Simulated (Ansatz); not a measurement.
# H6OSi2: the cost of one run

Method: PBE0-D4/def2-TZVP structures, single points in def2-TZVPP, no counterpoise correction; program: Ansatz 0.2.0, Gaussian basis.

Levels: SPW92, PBE-D4, BLYP-D4, r2SCAN-D4, B97M-V, PBE0-D4, B3LYP-D4, r2SCAN0-D4, BHLYP-D4, CAM-B3LYP-D4, wB97X-V, wB97M-V, B2PLYP, PBE-QIDH, RPA on PBE, Hartree-Fock, MP2, CCSD, CCSD(T).

Correlated methods freeze the cores. B3LYP uses VWN-RPA correlation. B2PLYP carries no dispersion term here.

113 further runs of the same task are left out: 113 set aside as unsound or not needed. Runs told in other sessions of the task aren't counted.

### 1 The starting structure

The complex: 14 atoms, charge 0, spin multiplicity 1.

Atoms are counted from 1 here; the program's logs count them from 0.

Bond lengths: Si1–H3 1.492 Å, Si1–H4 1.491 Å, Si1–Si5 2.340 Å, Si1–O7 1.671 Å, H2–H8 0.748 Å, Si5–H10 1.481 Å, Si5–H11 1.485 Å, Si5–H12 1.494 Å, H6–O9 0.968 Å, O7–H13 0.959 Å, O9–H14 0.959 Å. Angles: H3–Si1–H4 106.9°, H3–Si1–Si5 110.0°, H3–Si1–O7 109.2°, H4–Si1–Si5 111.2°, H4–Si1–O7 109.7°, Si5–Si1–O7 109.8°, Si1–Si5–H10 113.2°, Si1–Si5–H11 111.4°, Si1–Si5–H12 104.2°, H10–Si5–H11 111.5°, H10–Si5–H12 108.4°, H11–Si5–H12 107.6°, Si1–O7–H13 117.0°, H6–O9–H14 105.8°.

Coordinates:

```xyz
14

Si   -0.36058   -1.49370   -0.04382
H     0.81300    0.89968    2.72524
H    -0.76919   -2.64573   -0.89869
H    -0.58073   -1.90560    1.37199
Si   -1.63405    0.39335   -0.58403
H     1.55403    0.68299   -0.45885
O     1.26069   -1.17390   -0.29135
H     0.93469    1.25682    2.07965
O     1.28342    1.61285   -0.45768
H    -1.54733    1.46655    0.43224
H    -1.30296    0.90072   -1.94013
H    -3.03974   -0.11067   -0.62037
H     1.88641   -1.83265    0.01449
H     1.50235    1.94928   -1.32871
```

Its parts: Si₂H₆O holds atoms 1, 3, 4, 5, 7, 10, 11, 12, 13; H₂ holds atoms 2, 8; H₂O holds atoms 6, 9, 14. Each part counts its atoms afresh in its own runs.

### 2 Relaxing Si₂H₆O alone

Input file relax-a/in.yaml:

```yaml
crystal:
  periodic: [false, false, false]
  atoms:
    - {symbol: Si, position_ang: [-0.360581, -1.493697, -0.043816]}
    - {symbol: H, position_ang: [-0.769191, -2.645728, -0.898689]}
    - {symbol: H, position_ang: [-0.580728, -1.905605, 1.371991]}
    - {symbol: Si, position_ang: [-1.634054, 0.393352, -0.584033]}
    - {symbol: O, position_ang: [1.260686, -1.173899, -0.291349]}
    - {symbol: H, position_ang: [-1.547329, 1.466554, 0.432245]}
    - {symbol: H, position_ang: [-1.302961, 0.900722, -1.940125]}
    - {symbol: H, position_ang: [-3.039740, -0.110668, -0.620371]}
    - {symbol: H, position_ang: [1.886408, -1.832649, 0.014491]}
basis:
  gaussian: {orbitals: def2-TZVP}
hamiltonian: {xc: pbe0, dispersion: d4}
relax: {f_tol: 0.005, max_steps: 200}
```

Launch:

```console
$ ansatz run in.yaml --threads 8 --pin off --events-out ev --progress --plain --max-ram 19148MiB
```

**Question.** How long does this run take on 8 threads of Arm Neoverse V2, shared host?

About 6.5 s.
